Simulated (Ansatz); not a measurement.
# MoIr4: the cost of one run

Program: Ansatz 0.2.0. Level of theory: DFT PBE, scalar-relativistic, plane waves, PAW. These are calculated values, not measurements.

## Step 1: The structure to begin with

It takes space group P-6m2 (No. 187, hexagonal). Conventional cell: a = 3.476 Å, b = 3.476 Å, c = 7.100 Å, α = 90.00°, β = 90.00°, γ = 120.00°. Mo (site symmetry -6m2) has 6 Ir at 2.01 Å as nearest neighbours. Ir (site symmetry -6m2) has 3 Ir at 2.01 Å and 3 Mo at 2.01 Å as nearest neighbours. Ir (site symmetry 3m) has 2 Ir at 2.29 to 2.41 Å as nearest neighbours.

Structure file:

```xyz
5
Lattice="3.4761 0.0000 0.0000 -1.7380 3.0104 0.0000 0.0000 0.0000 7.0996" Properties=species:S:1:pos:R:3 pbc="T T T"
Mo    1.7380    1.0035    3.5498
Ir    0.0000    2.0069    3.5498
Ir    0.0000    0.0000    1.1429
Ir    0.0000    0.0000    5.9566
Ir    0.0000    0.0000    3.5498
```

Recipe of the guess: random cell by space group and Wyckoff sites (P-6m2, No. 187). The dimensions are guesses.

## Step 2: Probe: one point on a coarse mesh

File input.yaml:

```yaml
crystal:
  lattice:
    - [3.47605579, 0.0, 0.0]
    - [-1.73802789, 3.01035262, 0.0]
    - [0.0, 0.0, 7.09959003]
  atoms:
    - { symbol: Mo, position: [0.66666667, 0.33333333, 0.5] }
    - { symbol: Ir, position: [0.33333333, 0.66666667, 0.5] }
    - { symbol: Ir, position: [0.0, 0.0, 0.16098778] }
    - { symbol: Ir, position: [0.0, 0.0, 0.83901222] }
    - { symbol: Ir, position: [0.0, 0.0, 0.5] }
basis:
  ecutwfc: 420
kpoints:
  mp_grid: { grid: [6, 6, 4] }
hamiltonian:
  xc: pbe
scf:
  occupations: { method: gaussian, width: 0.1 }
  lower_state_search: "off"
output:
  forces: true
  stress: true
  eigenvalues: true
```

Launch:

```console
> ansatz run input.yaml --threads 1 --pin off --max-ram 2560MiB --backend cpu --events-out ev --progress --plain --runs-dir out
```

**Question.** How long does this run take on 1 thread of Arm Neoverse V2, shared host, and how much memory does it need?

About 5.6 s, with a peak of 0.33 GiB.
